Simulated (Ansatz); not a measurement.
# Ge6MoW2: a closer look at a trial structure, part 3 of 3

Aim: for this structure of Ge6MoW2, compute bands, density of states and charges and repeat the electronic structure at other levels of theory.

Ansatz 0.2.0; DFT PBE, scalar-relativistic, plane waves, PAW. Earlier steps stand in the parts before.

### Step 4. Level of theory: LDA

File input.yaml:

```yaml
crystal:
  lattice:
    - [0.0, 4.1441794215, 7.0878518161]
    - [2.3621601868, 0.0, 7.0878518161]
    - [2.3621601868, 4.1441794215, 0.0]
  atoms:
    - { symbol: Ge, position: [0.0042176079, 0.3287384485, 0.6712615515] }
    - { symbol: Ge, position: [0.3377906053, 0.6622093947, 0.3377906053] }
    - { symbol: Ge, position: [0.6712615515, 0.9957823921, 0.0042176079] }
    - { symbol: Ge, position: [0.3287384485, 0.0042176079, 0.9957823921] }
    - { symbol: Ge, position: [0.6622093947, 0.3377906053, 0.6622093947] }
    - { symbol: Ge, position: [0.9957823921, 0.6712615515, 0.3287384485] }
    - { symbol: Mo, position: [0.0, 0.0, 0.0] }
    - { symbol: W, position: [0.6663518213, 0.6663518213, 0.3336481787] }
    - { symbol: W, position: [0.3336481787, 0.3336481787, 0.6663518213] }
basis:
  ecutwfc: 420
kpoints:
  mp_grid: { grid: [10, 10, 10] }
  band_path:
    path:
      - [[0.0, 0.0, 0.0], [0.5, 0.0, 0.5], [1.0, 0.5, 0.5], [0.5, 0.5, 0.0], [0.0, 0.0, 0.0], [0.0, 0.35899051, 0.35899051]]
      - [[1.0, 0.64100949, 0.64100949], [1.0, 0.5, 0.5]]
      - [[0.5, 0.0, 0.5], [0.5, 0.19654355, 0.69654355]]
      - [[0.5, 0.80345645, 0.30345645], [0.5, 0.5, 0.0]]
    npoints: 14
hamiltonian:
  xc: lda
scf:
  occupations: { method: gaussian, width: 0.1 }
  n_extra_bands: 22
output:
  forces: true
  stress: true
  eigenvalues: true
  populations: true
  dos: { projected: true, de: 0.02, nscf_kmesh: { grid: [12, 12, 12] } }
  bader: true
  write_density: true
  write_potential: true
  elf: true
  volumetric_format: npy
```

The run is started by

```sh
ansatz run input.yaml --threads 1 --pin off --max-ram 2560MiB --backend cpu --events-out ev --progress --plain --runs-dir out
```

Standard output:

```text
Warning: RAYON_NUM_THREADS=1 ignored (pool sized by the plan → 1); use --threads N
scf.n_extra_bands = 22 over 63 filled bands (N_el = 126.0): the run solves 85 bands
Engine: ansatz 0.2.0, x86_64-unknown-linux-gnu
Pseudopotentials: kind: paw
Pseudopotential: Ge, paw, valence charge 14, recommended cutoff 420 eV (normal), Ge.paw.azcp
Pseudopotential: Mo, paw, valence charge 14, recommended cutoff 420 eV (normal), Mo.paw.azcp
Pseudopotential: W, paw, valence charge 14, recommended cutoff 420 eV (normal), W.paw.azcp
Functional definition: SPW92
  exchange = slater_x
  correlation = pw_c
Crystal: 9 atoms, lattice volume = 138.769 Å³
Basis set: ecut = 420 eV, 2685 PW (Γ)
Bands: 85, of which v1, the nominal top of the filled ones, is band 63 counted from 1 (62 counted from 0)
Symmetry: 8 space group operations
Space group: Fmmm (ITA 69), of the structure as read, at distance tolerance 5.2e-5 Å
k-points: 171 of 1000
Non-local potential: Ge, projectors of the file, l = 0: 2, l = 1: 2, l = 2: 3, l = 3: 1
Non-local potential: Mo, projectors of the file, l = 0: 3, l = 1: 2, l = 2: 2, l = 3: 1
Non-local potential: W, projectors of the file, l = 0: 3, l = 1: 2, l = 2: 2, l = 3: 1
PAW form: soft (Blöchl's): semilocal exchange-correlation on the pseudo side does not see the compensation charge
PAW frozen core: Ge, regenerated for the run's functional, and the local potential with it (the file was generated under x = pbe(κ = 0.804, μ = 0.2195149727645171), c = pbe(β = 0.06672455060314922))
PAW frozen core: Mo, regenerated for the run's functional, and the local potential with it (the file was generated under x = pbe(κ = 0.804, μ = 0.2195149727645171), c = pbe(β = 0.06672455060314922))
PAW frozen core: W, regenerated for the run's functional, and the local potential with it (the file was generated under x = pbe(κ = 0.804, μ = 0.2195149727645171), c = pbe(β = 0.06672455060314922))
PAW one-centre angular grid: Ge, 590 points (default); XC on 64 Gauss nodes
PAW one-centre angular grid: Mo, 590 points (default); XC on 64 Gauss nodes
PAW one-centre angular grid: W, 590 points (default); XC on 64 Gauss nodes
Initial density: superposition of atomic densities (neutral atoms: chi_scale 0, normalization atom), corrected by the library's trained network
Initial wavefunctions: pseudopotential atomic-orbital guess
Functional: x = slater, c = lda
SCF iter   1: F=—  HF=-50397.556245 eV  |F-HF|=—  |Δ(HF+E_count)|=         —  Δρ=6.68e-3  dr2=4.52e-2  ethr=1.77e-3  ⟨swp⟩=5.1  Hψ=58291  notcnv=0  defer=323
preconditioner: auto → Kerker (q_TF=auto, 2.685 Å⁻¹)  [metal: Δε(μ)=0.035 eV  Ē_g=21.070 eV  σ=0.100 eV  W_gap=0.20  n_scr=42 (ndim 8)  ℏωp=31.8 eV  f_vac=0.000  D(μ)=2.92/eV (n_scr^D=18)]
SCF iter   2: F=—  HF=-50397.548000 eV  |F-HF|=—  |Δ(HF+E_count)|=   8.25e-3  Δρ=3.73e-3  dr2=1.72e-2  ethr=3.59e-5  ⟨swp⟩=2.0  Hψ=21915  notcnv=0  defer=426
SCF iter   3: F=—  HF=-50397.545204 eV  |F-HF|=—  |Δ(HF+E_count)|=   2.80e-3  Δρ=1.18e-3  dr2=1.61e-3  ethr=1.36e-5  ⟨swp⟩=2.6  Hψ=18650  notcnv=0  defer=426
SCF iter   4: F=—  HF=-50397.544495 eV  |F-HF|=—  |Δ(HF+E_count)|=   7.09e-4  Δρ=2.83e-4  dr2=1.39e-4  ethr=1.27e-6  ⟨swp⟩=2.0  Hψ=20668  notcnv=0  defer=426
SCF iter   5: F=—  HF=-50397.544459 eV  |F-HF|=—  |Δ(HF+E_count)|=   3.68e-5  Δρ=3.76e-5  dr2=5.94e-6  ethr=1.10e-7  ⟨swp⟩=2.0  Hψ=20599  notcnv=0  defer=426
SCF iter   6: F=—  HF=-50397.544532 eV  |F-HF|=—  |Δ(HF+E_count)|=   7.30e-5  Δρ=1.02e-5  dr2=7.19e-7  ethr=4.71e-9  ⟨swp⟩=2.0  Hψ=14242  notcnv=0  defer=426
SCF iter   7: F=-50397.544531 eV  HF=-50397.544531 eV  |F-HF|=3.14e-8  |Δ(HF+E_count)|=   1.15e-7  Δρ=2.52e-6  dr2=3.02e-8  ethr=7.94e-11  ⟨swp⟩=12.7  Hψ=94694  notcnv=0
SCF 1 converged in 7 iterations: F = -50397.544531 eV  dr2 = 3.02e-8
NSCF: frozen V_eff on 116 k-points
NSCF: frozen V_eff on 280 k-points
SCF converged after 7 iterations
Free energy (F): -50397.544531 eV
Harris-Foulkes:  -50397.544531 eV  (|F-HF|=3.14e-8)
Internal energy: -50397.530069 eV  (E = F + TS)
E sigma→0 (E₀):  -50397.537300 eV
Entropy (-TS):   -0.014462 eV (-1.607 meV/atom)
Fermi energy:    16.682155 eV
--- Per-component energies (eV) ---
  E_band       = -668.151084
  E_kinetic    = 2023.845519
  E_local      = -13804.561230  (includes V_loc(G=0)·N_el)
  E_nonlocal   = 2693.626246
  E_hartree    = 5918.837022
  E_xc         = -1169.903985
  E_vxc        = -1105.641071  (∫ρ·V_xc dr)
  E_paw        = -31358.975992  (= ΣΔE_a)
  E_vpaw       = -2313.101632  (= ΣTr[D̂ρ^β])
  E_aug_tail   = 0.001682  (compensation charges beyond the density's cutoff)
  E_ewald      = -14712.888411
  E_core_change = 12.489079  (= ΣΔE_core)
  E_smearing   = -0.014462  (= −TS)
  E_closure    = 0.000000  (closes the sum)
  Σ components = -50397.544531   (vs F -50397.544531, Δ=0.00e0)
--- Forces (eV/Å), atoms counted from 1 ---
  atom   1  Ge     0.00000000     0.12571517     0.01017916
  atom   2  Ge     0.00000000     0.12873800     0.00000000
  atom   3  Ge     0.00000000     0.12571517    -0.01017916
  atom   4  Ge    -0.00000000    -0.12571517     0.01017916
  atom   5  Ge    -0.00000000    -0.12873800    -0.00000000
  atom   6  Ge    -0.00000000    -0.12571517    -0.01017916
  atom   7  Mo     0.00000000     0.00000000    -0.00000000
  atom   8  W      0.00000000    -0.00000000     0.00073109
  atom   9  W     -0.00000000     0.00000000    -0.00073109
  max |Σ_I F_I| component: 2.73e-17 eV/Å
--- Stress (GPa, compression-positive) ---
       -9.529624      -0.000000      -0.000000
       -0.000000      -9.933894       0.000000
       -0.000000       0.000000      -9.517769
  P = ⅓ Tr σ = -9.6604 GPa (-96.604 kbar)
--- Band table (eV; the first three rows and the last of 171) ---
  k-point 0: bands = ["-57.2831", "-57.2790", "-44.0925", "-21.5896", "-21.5871", "-21.5320", "-21.5273", "-21.5012", "-21.4889", "-18.3081", "-18.2960", "-18.2278", "-8.1358", "-8.1348", "-8.0942", "-8.0907", "-8.0807", "-8.0795", "-8.0765", "-8.0711", "-8.0642", "-8.0624", "-8.0588", "-8.0506", "-8.0495", "-8.0373", "-8.0322", "-8.0240", "-8.0226", "-8.0202", "-8.0170", "-8.0093", "-8.0091", "-8.0089", "-8.0059", "-7.9967", "-7.9883", "-7.9872", "-7.9827", "-7.9678", "-7.9477", "-7.9467", "3.0100", "5.7513", "5.8644", "10.2906", "10.3080", "10.6575", "10.9625", "11.1221", "11.3121", "11.4103", "11.7029", "14.0117", "14.0926", "14.0933", "14.3526", "14.3530", "14.4913", "14.5350", "14.7637", "14.8893", "17.2532", "19.1344", "19.3290", "19.4323", "19.4753", "19.5472", "19.6586", "19.8084", "19.9648", "20.0715", "20.1007", "20.1033", "20.1512", "20.1821", "20.5777", "20.8883", "20.9293", "21.7361", "21.7915", "21.8224", "23.9316", "24.0162", "24.1077"]
  k-point 1: bands = ["-57.2830", "-57.2791", "-44.0925", "-21.5907", "-21.5881", "-21.5313", "-21.5265", "-21.5010", "-21.4893", "-18.3080", "-18.2963", "-18.2279", "-8.1341", "-8.1333", "-8.0949", "-8.0894", "-8.0838", "-8.0824", "-8.0823", "-8.0763", "-8.0676", "-8.0605", "-8.0567", "-8.0527", "-8.0509", "-8.0429", "-8.0366", "-8.0196", "-8.0175", "-8.0164", "-8.0150", "-8.0127", "-8.0075", "-8.0053", "-8.0027", "-7.9937", "-7.9881", "-7.9847", "-7.9837", "-7.9673", "-7.9489", "-7.9475", "3.1154", "5.6696", "6.1100", "9.5250", "9.6489", "10.3805", "10.9975", "11.2439", "11.9199", "12.0153", "12.1773", "13.9783", "14.0028", "14.0677", "14.2630", "14.3586", "14.5420", "14.5796", "14.7320", "14.8335", "16.9389", "18.5604", "18.6996", "18.8422", "19.0994", "19.3529", "19.5222", "19.6361", "19.9015", "20.1313", "20.2209", "20.3045", "20.6163", "20.8178", "21.0647", "21.4302", "21.4734", "21.5400", "22.0929", "22.7135", "23.9033", "23.9960", "24.7418"]
  k-point 2: bands = ["-57.2827", "-57.2794", "-44.0925", "-21.5932", "-21.5906", "-21.5294", "-21.5250", "-21.5004", "-21.4904", "-18.3079", "-18.2973", "-18.2282", "-8.1295", "-8.1290", "-8.0986", "-8.0933", "-8.0909", "-8.0896", "-8.0860", "-8.0856", "-8.0754", "-8.0641", "-8.0601", "-8.0575", "-8.0534", "-8.0439", "-8.0402", "-8.0180", "-8.0148", "-8.0108", "-8.0077", "-8.0060", "-8.0049", "-8.0029", "-7.9951", "-7.9877", "-7.9864", "-7.9844", "-7.9793", "-7.9655", "-7.9518", "-7.9496", "3.4274", "5.7131", "6.5317", "8.4924", "8.8014", "9.8856", "11.0087", "11.4391", "12.2631", "12.7782", "12.9222", "13.7775", "14.0202", "14.0678", "14.2463", "14.3021", "14.6624", "14.7392", "14.8155", "14.9065", "16.2289", "17.7955", "17.8251", "18.3136", "18.7141", "18.9191", "19.1218", "19.5469", "20.1548", "20.2493", "20.3558", "20.5232", "20.8874", "21.1707", "21.6761", "21.9049", "22.6067", "22.8443", "23.0424", "23.8611", "24.0484", "24.1150", "25.9777"]
  k-point 170: bands = ["-57.2830", "-57.2791", "-44.0925", "-21.5901", "-21.5861", "-21.5315", "-21.5283", "-21.5008", "-21.4893", "-18.3082", "-18.2960", "-18.2278", "-8.1169", "-8.1127", "-8.1102", "-8.0974", "-8.0810", "-8.0780", "-8.0767", "-8.0740", "-8.0685", "-8.0632", "-8.0590", "-8.0500", "-8.0477", "-8.0465", "-8.0430", "-8.0243", "-8.0241", "-8.0197", "-8.0147", "-8.0145", "-8.0080", "-8.0045", "-7.9999", "-7.9908", "-7.9895", "-7.9847", "-7.9734", "-7.9668", "-7.9587", "-7.9539", "3.7044", "3.9053", "7.0649", "10.2329", "10.7009", "10.8536", "10.8751", "11.2387", "11.3577", "11.4366", "12.5270", "13.0270", "13.1230", "13.9593", "14.1735", "14.1925", "14.8994", "15.0009", "15.3820", "15.4275", "15.5039", "17.8605", "18.1294", "18.8178", "18.8438", "19.4319", "19.6844", "19.8498", "20.0522", "20.0611", "20.1139", "20.2793", "20.3654", "20.6964", "20.9414", "20.9999", "22.3281", "23.3427", "23.5822", "23.7633", "24.9768", "25.0653", "25.3701"]
--- Löwdin populations: 9 sites ---
  site symbol       q [e]
     0     Ge     14.0432
     1     Ge     14.0188
     2     Ge     14.0432
     3     Ge     14.0432
     4     Ge     14.0188
     5     Ge     14.0432
     6     Mo     13.9334
     7      W     13.7484
     8      W     13.7484
  spilling = 0.002852 (of n_electrons = 126.000000)
--- Bader charges: 9 sites ---
  site symbol  charge [e]  shift [e]
     0     Ge     -0.1393     0.0001
     1     Ge     -0.1436     0.0001
     2     Ge     -0.1393     0.0001
     3     Ge     -0.1393     0.0001
     4     Ge     -0.1436     0.0001
     5     Ge     -0.1393     0.0001
     6     Mo      0.3104     0.0001
     7      W      0.2670     0.0002
     8      W      0.2670     0.0002
  estimated error of the sums over rays = 8.5e-4 e
```

Wall time 6.2 min (1 thread of Intel Xeon at 2.70GHz, shared host); peak memory 2.1 GiB.

Per atom:

```csv
atom,Löwdin electrons,Bader charge (e),Bader volume (Å³)
Ge1,14.04,-0.14,14.9
Ge2,14.02,-0.14,15.1
Ge3,14.04,-0.14,14.9
Ge4,14.04,-0.14,14.9
Ge5,14.02,-0.14,15.1
Ge6,14.04,-0.14,14.9
Mo7,13.93,+0.31,15.6
W8,13.75,+0.27,16.6
W9,13.75,+0.27,16.6
```

The Löwdin counts miss 0.36 of the 126 electrons, which the atomic orbitals do not span, so they are no charges.

bands.tsv at the labelled points (eV, zero at the Fermi level; the bands nearest the Fermi level):

| point | band 60 | band 61 | band 62 | band 63 | band 64 | band 65 | band 66 | band 67 |
| --- | --- | --- | --- | --- | --- | --- | --- | --- |
| Γ | -2.15 | -1.92 | -1.79 | 0.57 | 2.45 | 2.65 | 2.75 | 2.79 |
| Y | -1.67 | -0.50 | -0.50 | -0.45 | -0.45 | 0.61 | 0.86 | 0.96 |
| T | -1.11 | -1.08 | -0.60 | -0.49 | -0.09 | 0.07 | 0.98 | 1.24 |
| Z | -1.68 | -1.30 | -1.25 | -1.18 | 1.18 | 1.45 | 2.14 | 2.16 |
| Γ | -2.15 | -1.92 | -1.79 | 0.57 | 2.45 | 2.65 | 2.75 | 2.79 |
| Σ0 | -1.77 | -1.73 | -0.04 | -0.01 | 0.69 | 0.71 | 2.60 | 2.78 |
| U0 | -1.77 | -1.73 | -0.04 | -0.01 | 0.69 | 0.71 | 2.60 | 2.78 |
| T | -1.11 | -1.08 | -0.60 | -0.49 | -0.09 | 0.07 | 0.98 | 1.24 |
| Y | -1.67 | -0.50 | -0.50 | -0.45 | -0.45 | 0.61 | 0.86 | 0.96 |
| C0 | -1.29 | -1.17 | -1.08 | -0.54 | 0.14 | 1.17 | 1.81 | 1.89 |
| A0 | -1.29 | -1.17 | -1.08 | -0.54 | 0.14 | 1.17 | 1.81 | 1.89 |
| Z | -1.68 | -1.30 | -1.25 | -1.18 | 1.18 | 1.45 | 2.14 | 2.16 |

Counts of states by energy window (eV from the Fermi level), total and by projection:

| from | to | total | Ge 4s | Ge 4p | Mo 4d | W 5d |
| --- | --- | --- | --- | --- | --- | --- |
| -8 | -7 | 1.53 | 0.80 | 0.38 | 0.10 | 0.22 |
| -7 | -6 | 1.21 | 0.36 | 0.52 | 0.07 | 0.15 |
| -6 | -5 | 3.48 | 0.22 | 2.26 | 0.24 | 0.53 |
| -5 | -4 | 3.04 | 0.36 | 1.68 | 0.28 | 0.56 |
| -4 | -3 | 4.07 | 0.41 | 1.81 | 0.51 | 1.08 |
| -3 | -2 | 9.02 | 0.40 | 3.31 | 1.74 | 3.29 |
| -2 | -1 | 6.85 | 0.20 | 2.52 | 1.43 | 2.52 |
| -1 | 0 | 2.96 | 0.09 | 0.50 | 0.83 | 1.50 |
| 0 | 1 | 2.77 | 0.44 | 0.67 | 0.64 | 0.94 |
| 1 | 2 | 6.51 | 0.94 | 1.38 | 1.47 | 2.52 |
| 2 | 3 | 4.47 | 0.55 | 1.32 | 0.73 | 1.59 |
| 3 | 4 | 6.65 | 0.76 | 2.54 | 0.58 | 1.56 |
| 4 | 5 | 4.45 | 0.32 | 2.20 | 0.30 | 0.79 |
| 5 | 6 | 4.67 | 0.20 | 2.43 | 0.25 | 0.62 |

A further 94 or so states lie below the table's range.

Axes a, b and c in the maps are those of this run's conventional cell (a, b, c = 4.724, 8.288, 14.176 Å).

Density in a lattice plane of the grid's cell (edges 8.29 and 14.18 Å, at 0.000 of the third edge), which holds Ge and Mo and W.

Values in e/Å³, 12 rows by 8 columns:
```
 0.37  0.34  0.27  0.35  0.39  0.35  0.27  0.34
 0.28 20.55  1.24  0.61  3.59  0.61  1.24 20.59
 0.38  0.34  0.27  0.34  0.38  0.35  0.27  0.35
 3.59  0.61  1.24 20.55  0.28 20.59  1.24  0.61
 0.39  0.35  0.27  0.34  0.37  0.34  0.27  0.35
 0.28 20.41  1.24  0.58  6.33  0.58  1.24 20.41
 0.39  0.35  0.27  0.34  0.37  0.34  0.27  0.35
 3.59  0.61  1.24 20.59  0.28 20.55  1.24  0.61
 0.38  0.35  0.27  0.35  0.38  0.34  0.27  0.34
 0.28 20.59  1.24  0.61  3.59  0.61  1.24 20.55
 0.37  0.34  0.27  0.35  0.39  0.35  0.27  0.34
 6.33  0.58  1.24 20.41  0.28 20.41  1.24  0.58
```
Columns run along the first of these edges and rows up along the second, over one cell in 8 and 12 even steps from the bottom left corner. Atoms in the plane (fractional): Ge at (0.34, 0.67), Ge at (0.84, 0.17), Ge at (0.34, 0.00), Ge at (0.84, 0.50), Ge at (0.34, 0.33), Ge at (0.84, 0.83), Ge at (0.16, 0.17), Ge at (0.66, 0.67), Ge at (0.16, 0.50), Ge at (0.66, 0.00), Ge at (0.16, 0.83), Ge at (0.66, 0.33), Mo at (0.00, 0.00), Mo at (0.50, 0.50), W at (0.00, 0.67), W at (0.50, 0.17), W at (0.00, 0.33), W at (0.50, 0.83).

ELF in the same plane.

Values, 12 rows by 8 columns:
```
0.20 0.49 0.41 0.52 0.23 0.52 0.41 0.49
0.29 0.03 0.34 0.24 0.00 0.24 0.34 0.03
0.22 0.52 0.41 0.52 0.22 0.52 0.41 0.52
0.00 0.24 0.34 0.03 0.29 0.03 0.34 0.24
0.23 0.52 0.41 0.49 0.20 0.49 0.41 0.52
0.30 0.03 0.34 0.24 0.24 0.24 0.34 0.03
0.23 0.52 0.41 0.49 0.20 0.49 0.41 0.52
0.00 0.24 0.34 0.03 0.29 0.03 0.34 0.24
0.22 0.52 0.41 0.52 0.22 0.52 0.41 0.52
0.29 0.03 0.34 0.24 0.00 0.24 0.34 0.03
0.20 0.49 0.41 0.52 0.23 0.52 0.41 0.49
0.24 0.24 0.34 0.03 0.30 0.03 0.34 0.24
```
Columns run along the first of these edges and rows up along the second, over one cell in 8 and 12 even steps from the bottom left corner. Atoms in the plane (fractional): Ge at (0.34, 0.67), Ge at (0.84, 0.17), Ge at (0.34, 0.00), Ge at (0.84, 0.50), Ge at (0.34, 0.33), Ge at (0.84, 0.83), Ge at (0.16, 0.17), Ge at (0.66, 0.67), Ge at (0.16, 0.50), Ge at (0.66, 0.00), Ge at (0.16, 0.83), Ge at (0.66, 0.33), Mo at (0.00, 0.00), Mo at (0.50, 0.50), W at (0.00, 0.67), W at (0.50, 0.17), W at (0.00, 0.33), W at (0.50, 0.83).

Both are smooth fields of the valence electrons: close to the nuclei they are not physical.

The highest ELF values outside the cores: 0.55 on the Ge–W line, 1.2 Å from Ge; 0.53 on the Ge–Mo line, 1.2 Å from Ge; 0.50 beside Ge, off the lines to its neighbours, 1.2 Å from Ge.

### Step 5. Comparison of the levels of theory

```csv
level,gap (eV),pressure (GPa),CPU time,against the first
PBE,0.00,0.0,7.5 min,× 1
r2SCAN,0.00,-4.4,11 min,× 1.4
LDA,0.00,-9.7,6.2 min,× 0.82
```

All at the geometry relaxed with the first.

### Step 6. Results

This closing draws on all 3 parts.

| quantity | value |
| --- | --- |
| gap | none (metal) |
| states at the Fermi level | 2.41 per eV per cell |
| Bader charges | Ge -0.16, Mo +0.34, W +0.30 e |
| gap (r2SCAN) | none (metal) |
| states at the Fermi level (r2SCAN) | 1.16 per eV per cell |
| Bader charges (r2SCAN) | Ge -0.19, Mo +0.41, W +0.36 e |
| gap (LDA) | none (metal) |
| states at the Fermi level (LDA) | 2.78 per eV per cell |
| Bader charges (LDA) | Ge -0.14, Mo +0.31, W +0.27 e |

**Reading.** Bands cross the Fermi level: a metal at this level of theory. Of the projected weight within 0.25 eV of the Fermi level, the largest part is W 5d (47 %) and Mo 4d (28 %). Bader charges reach 0.3 e, so charge transfer in this metal is small. All levels find a metal. At this fixed cell LDA gives -9.7 GPa, so it would relax to a smaller volume. These runs have no spin-orbit coupling; with W it would split and shift bands.
